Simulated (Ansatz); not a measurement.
Geometry optimisation, Ansatz 0.2.0, DFT PBE, scalar-relativistic, plane waves, PAW.

The input (input.yaml):

```yaml
crystal:
  lattice:
    - [9.22, 0.0, 0.0]
    - [0.0, 9.22, 0.0]
    - [0.0, 0.0, 9.22]
  atoms:
    - { symbol: Zr, position: [0.5032859, 0.0023229, -0.0024444] }
    - { symbol: "N", position: [0.7539996, 0.2438573, 0.2520473] }
    - { symbol: Zr, position: [0.7480136, 0.2499178, -0.0004349] }
    - { symbol: "N", position: [0.0026247, 0.5045549, 0.2484967] }
    - { symbol: Zr, position: [0.7537443, 0.0003669, 0.2445764] }
    - { symbol: "N", position: [-0.0003873, 0.2513638, 0.5064849] }
    - { symbol: Zr, position: [0.0012472, -0.0008918, -0.0018811] }
    - { symbol: "N", position: [0.2504656, 0.2475136, 0.2462219] }
    - { symbol: Zr, position: [0.2514575, 0.2550959, -0.0063565] }
    - { symbol: "N", position: [0.499579, 0.504883, 0.2516146] }
    - { symbol: Zr, position: [0.4948057, 0.4985732, -0.0007338] }
    - { symbol: "N", position: [0.7477624, 0.7506169, 0.2493076] }
    - { symbol: Zr, position: [0.753532, 0.752509, 0.0055569] }
    - { symbol: "N", position: [-0.0043483, -0.0069222, 0.2533155] }
    - { symbol: Zr, position: [0.2495169, 0.0034035, 0.2495308] }
    - { symbol: "N", position: [0.4947189, 0.2520622, 0.4995329] }
    - { symbol: Zr, position: [0.4989316, 0.2501142, 0.2445171] }
    - { symbol: "N", position: [0.7435681, 0.4951528, 0.5019007] }
    - { symbol: Zr, position: [0.746485, 0.4987883, 0.2523523] }
    - { symbol: "N", position: [0.0055102, 0.7498866, 0.5008214] }
    - { symbol: Zr, position: [0.5040991, 0.0016735, 0.5057184] }
    - { symbol: "N", position: [0.7459526, 0.2488094, 0.7519348] }
    - { symbol: Zr, position: [0.7489579, 0.246717, 0.5029411] }
    - { symbol: "N", position: [-0.0006286, 0.4996093, 0.7520926] }
    - { symbol: Zr, position: [0.7520469, -0.0001538, 0.7539358] }
    - { symbol: "N", position: [-0.0003341, 0.250704, 0.0009967] }
    - { symbol: Zr, position: [-0.0016849, 0.5033817, 0.0048781] }
    - { symbol: C, position: [0.2452234, 0.7471392, 0.2503167] }
    - { symbol: Zr, position: [0.2450544, 0.7482296, -0.0031135] }
    - { symbol: "N", position: [0.5000081, -0.0029881, 0.2517396] }
    - { symbol: Zr, position: [0.0035306, 0.2519811, 0.2528081] }
    - { symbol: "N", position: [0.2478552, 0.5002826, 0.497629] }
    - { symbol: Zr, position: [0.2502008, 0.5003432, 0.2523174] }
    - { symbol: Zr, position: [0.5050443, 0.7473934, 0.2437368] }
    - { symbol: "N", position: [0.7537938, 0.0039186, 0.5026466] }
    - { symbol: Zr, position: [-0.0018726, 0.0034906, 0.5019988] }
    - { symbol: "N", position: [0.2548321, 0.2490212, 0.7482572] }
    - { symbol: Zr, position: [0.249161, 0.2520785, 0.5049849] }
    - { symbol: "N", position: [0.5006261, 0.4976779, 0.7462039] }
    - { symbol: Zr, position: [0.5016818, 0.5038423, 0.4998391] }
    - { symbol: "N", position: [0.7496132, 0.7411781, 0.7505614] }
    - { symbol: Zr, position: [0.7501689, 0.7517859, 0.4930652] }
    - { symbol: "N", position: [0.0007199, -0.0010667, 0.745581] }
    - { symbol: Zr, position: [0.2429706, 0.0018981, 0.7519264] }
    - { symbol: "N", position: [0.4970451, 0.2420821, -0.0036326] }
    - { symbol: Zr, position: [0.5032406, 0.2474155, 0.7522489] }
    - { symbol: "N", position: [0.7475091, 0.4986877, 0.001102] }
    - { symbol: Zr, position: [0.7465025, 0.4954411, 0.7584344] }
    - { symbol: "N", position: [-0.0007067, 0.7491625, 0.0008984] }
    - { symbol: Zr, position: [-0.0046387, 0.7468674, 0.2508176] }
    - { symbol: "N", position: [0.2547863, -0.0019545, 0.4969799] }
    - { symbol: Zr, position: [-0.0022041, 0.5006587, 0.4942007] }
    - { symbol: "N", position: [0.2550202, 0.7456354, 0.7483758] }
    - { symbol: Zr, position: [0.2519326, 0.7521609, 0.4928113] }
    - { symbol: "N", position: [0.5072643, -0.00049, 0.7520053] }
    - { symbol: Zr, position: [0.0051522, 0.2523917, 0.7505844] }
    - { symbol: "N", position: [0.2497933, 0.5051581, -0.005188] }
    - { symbol: Zr, position: [0.250256, 0.5014803, 0.750144] }
    - { symbol: "N", position: [0.5016319, 0.7505511, 0.0001394] }
    - { symbol: Zr, position: [0.4996652, 0.7536532, 0.7509726] }
    - { symbol: "N", position: [0.7570155, -6.24e-05, 0.0006488] }
    - { symbol: Zr, position: [-0.0010031, 0.7459422, 0.7492527] }
    - { symbol: "N", position: [0.2527895, -0.0054152, 0.0007371] }
total_charge: 2
basis:
  ecutwfc: 420.0
kpoints:
  mp_grid: { grid: [1, 1, 1] }
hamiltonian:
  xc: pbe
  pseudopotentials: { kind: paw, azcp: { folder: soft_1 } }
scf:
  occupations: { method: fermi_dirac, width: 0.02 }
  lower_state_search: "off"
relax:
  f_tol: 0.03
  max_steps: 60
  adjacent_minimum: "off"
```

Run as:

```bash
$ ansatz run input.yaml --threads 4 --pin off --max-ram 10240MiB --backend cpu --events-out ev --progress --plain --runs-dir out
```

Problem. Where does it end, and by what steps?

Solution. It converged. Limits of this set-up: coarse k mesh, no spin, though dangling bonds at a vacancy may carry it, a typed lattice constant that wasn't relaxed here, charged cell in a uniform background, uncorrected. After 4 steps the energy has fallen by 2.246 eV; Zr48 moved furthest, 0.15 Å.

```json
{"step": "0", "energy less start (eV)": "0.0000", "largest force component (eV/Å)": "1.576", "accepted": "yes"}
{"step": "1", "energy less start (eV)": "-1.4432", "largest force component (eV/Å)": "1.608", "accepted": "yes"}
{"step": "2", "energy less start (eV)": "-2.2248", "largest force component (eV/Å)": "0.274", "accepted": "yes"}
{"step": "3", "energy less start (eV)": "-2.2443", "largest force component (eV/Å)": "0.049", "accepted": "yes"}
{"step": "4", "energy less start (eV)": "-2.2458", "largest force component (eV/Å)": "0.014", "accepted": "yes"}
```

```xyz
63
Lattice="9.2200 0.0000 0.0000 0.0000 9.2200 0.0000 0.0000 0.0000 9.2200" Properties=species:S:1:pos:R:3
Zr 4.611 -0.018 0.010
N 6.909 2.302 2.310
Zr 6.907 2.302 0.003
N -0.009 4.606 2.313
Zr 6.877 -0.049 2.343
N -0.001 2.302 4.613
Zr 0.006 -0.017 0.004
N 2.311 2.302 2.308
Zr 2.313 2.302 0.004
N 4.615 4.570 2.280
Zr 4.611 4.622 0.010
N 6.958 6.912 2.276
Zr 6.898 6.912 0.013
N -0.009 -0.002 2.313
Zr 2.339 -0.049 2.337
N 4.616 2.302 4.614
Zr 4.610 2.302 2.314
N 6.954 4.572 4.605
Zr 6.877 4.653 2.343
N -0.021 6.912 4.621
Zr 4.613 -0.054 4.610
N 6.911 2.302 6.909
Zr 6.903 2.302 4.608
N 0.000 4.612 6.908
Zr 6.871 -0.054 6.869
N 0.000 2.302 -0.002
Zr 0.006 4.621 0.004
C 2.298 6.912 2.296
Zr 2.318 6.912 0.034
N 4.615 0.034 2.280
Zr 0.006 2.302 2.311
N 2.282 4.570 4.613
Zr 2.339 4.653 2.337
Zr 4.609 6.912 2.333
N 6.954 0.032 4.605
Zr 0.011 -0.018 4.609
N 2.312 2.302 6.908
Zr 2.317 2.302 4.608
N 4.607 4.572 6.953
Zr 4.612 4.658 4.610
N 6.961 6.912 6.960
Zr 6.846 6.912 4.607
N 0.000 -0.008 6.908
Zr 2.346 -0.050 6.875
N 4.614 2.302 -0.003
Zr 4.610 2.302 6.900
N 6.910 4.612 -0.002
Zr 6.870 4.658 6.869
N -0.011 6.912 -0.014
Zr 0.036 6.912 2.315
N 2.282 0.034 4.613
Zr 0.011 4.623 4.609
N 2.277 6.912 6.957
Zr 2.336 6.912 4.607
N 4.607 0.032 6.953
Zr 0.005 2.302 6.905
N 2.315 4.605 -0.011
Zr 2.346 4.654 6.875
N 4.622 6.912 -0.025
Zr 4.609 6.912 6.843
N 6.910 -0.008 -0.002
Zr 0.015 6.912 6.896
N 2.315 -0.001 -0.011
```

Whether the end is a true minimum wasn't checked by a vibrational analysis.

Run time: 28 s on 4 threads of Arm Neoverse V1 (shared host), peak memory 1.1 GiB.
